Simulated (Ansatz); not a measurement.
# GeBrH3 (GeH₃Br): geometry, orbitals and charge

Aim: characterise GeBrH3 (GeH₃Br) as a singlet: its structure, frontier levels and distribution of charge.

Method: RKS PBE0-D4/def2-TZVP; program: Ansatz 0.2.0, Gaussian basis.

Plan: relaxation at PBE-D4/def2-TZVP; a single point at PBE0-D4/def2-TZVP; harmonic vibrations at PBE-D4/def2-TZVP.

### 1 Starting geometry

5 atoms, charge 0, spin multiplicity 1.

Atoms are counted from 1 here; the program's logs count them from 0.

Bond lengths: Ge1–Br2 2.258 Å, Ge1–H3 1.499 Å, Ge1–H4 1.499 Å, Ge1–H5 1.499 Å. Angles: Br2–Ge1–H3 107.3°, Br2–Ge1–H4 107.3°, Br2–Ge1–H5 107.2°, H3–Ge1–H4 111.6°, H3–Ge1–H5 111.6°, H4–Ge1–H5 111.6°.

The start is a GFN2-xTB geometry.

### 2 Relaxation at PBE-D4/def2-TZVP

File in.yaml:

```yaml
crystal:
  periodic: [false, false, false]
  atoms:
    - {symbol: Ge, position_ang: [-0.000710, 0.002030, -0.184820]}
    - {symbol: Br, position_ang: [0.012120, -0.020250, 2.073140]}
    - {symbol: H, position_ang: [1.427480, 0.010840, -0.638550]}
    - {symbol: H, position_ang: [-0.723430, 1.242790, -0.613540]}
    - {symbol: H, position_ang: [-0.715460, -1.235420, -0.636230]}
basis:
  gaussian: {orbitals: def2-TZVP}
hamiltonian: {xc: pbe, dispersion: d4}
scf: {lower_state_search: "off"}
output: {orbitals: {seedname: orbitals}}
relax: {f_tol: 0.02, max_steps: 100}
```

The run is started by

```
$ ansatz run in.yaml --threads 4 --pin off --events-out ev --progress --plain --max-ram 3916MiB
```

After this run come: Single point, PBE0-D4/def2-TZVP; Harmonic vibrations.

Q: Predict the results of all the runs planned. Wanted: point group; Br–Ge bond; HOMO, LUMO at PBE0-D4/def2-TZVP; dipole at PBE-D4/def2-TZVP; lowest, highest wavenumber.

As calculated:

| quantity | value |
| --- | --- |
| point group | C3v |
| Br–Ge bond | 2.329 Å |
| HOMO, LUMO at PBE0-D4/def2-TZVP | -8.25, -0.74 eV |
| dipole at PBE-D4/def2-TZVP | 1.83 D |
| lowest, highest wavenumber | 295, 2117 cm⁻¹ |

What this shows: The molecule keeps its bonding pattern by the stored test; the atoms moved 0.05 Å (rms). All wavenumbers are real: a minimum at this level.
